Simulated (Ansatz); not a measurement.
# BP: the cost of one run

Computed with Ansatz 0.2.0 (DFT LDA, scalar-relativistic, plane waves, PAW, unless a step's input says otherwise).

2 further runs of the same task are left out: 2 set aside as unsound or not needed.

## (1) The structure to begin with

The structure is cubic, space group F-43m (No. 216). Conventional cell: a = 4.490 Å, b = 4.490 Å, c = 4.490 Å, α = 90.00°, β = 90.00°, γ = 90.00°. B (site symmetry -43m) is surrounded by 4 P at 1.94 Å. P (site symmetry -43m) is surrounded by 4 B at 1.94 Å.

Structure file:

```cif
data_structure
_symmetry_space_group_name_H-M 'F-43m'
_symmetry_Int_Tables_number 216
_cell_length_a 4.4905
_cell_length_b 4.4905
_cell_length_c 4.4905
_cell_angle_alpha 90.000
_cell_angle_beta 90.000
_cell_angle_gamma 90.000
_cell_volume 90.55
loop_
_atom_site_label
_atom_site_type_symbol
_atom_site_symmetry_multiplicity
_atom_site_Wyckoff_symbol
_atom_site_fract_x
_atom_site_fract_y
_atom_site_fract_z
_atom_site_occupancy
B1 B 4 a 0.00000 0.00000 0.00000 1
P1 P 4 c 0.25000 0.25000 0.25000 1
```

It is the result of an earlier relaxation at this level (volume 11.32 Å³/atom; gap on the mesh: 1.15 eV).

## (2) Relaxing at 6 GPa

What is minimised here is the enthalpy; the energy can go up as the cell is squeezed.

input.yaml reads:

```yaml
crystal:
  lattice:
    - [0.0, 2.2452319364, 2.2452319364]
    - [2.2452319364, 0.0, 2.2452319364]
    - [2.2452319364, 2.2452319364, 0.0]
  atoms:
    - { symbol: B, position: [0.0, 0.0, 0.0] }
    - { symbol: P, position: [0.75, 0.75, 0.75] }
basis:
  ecutwfc: 420
kpoints:
  mp_grid: { grid: [10, 10, 10] }
hamiltonian:
  xc: lda
scf:
  occupations: { method: fixed }
output:
  forces: true
  stress: true
  eigenvalues: true
relax:
  adjacent_minimum: "off"
  f_tol: 0.001
  max_steps: 60
  cell: { stress_tol: 0.02, p_target: 6.0 }
```

The run is started by

```bash
$ ansatz run input.yaml --threads 1 --pin off --max-ram 3072MiB --backend cpu --events-out ev --progress --plain --runs-dir out
```

**Question.** How long does this run take on 1 thread of Intel Xeon 6975P-C (Granite Rapids), shared host, and how much memory does it need?

About 5.2 s, with a peak of 0.33 GiB.
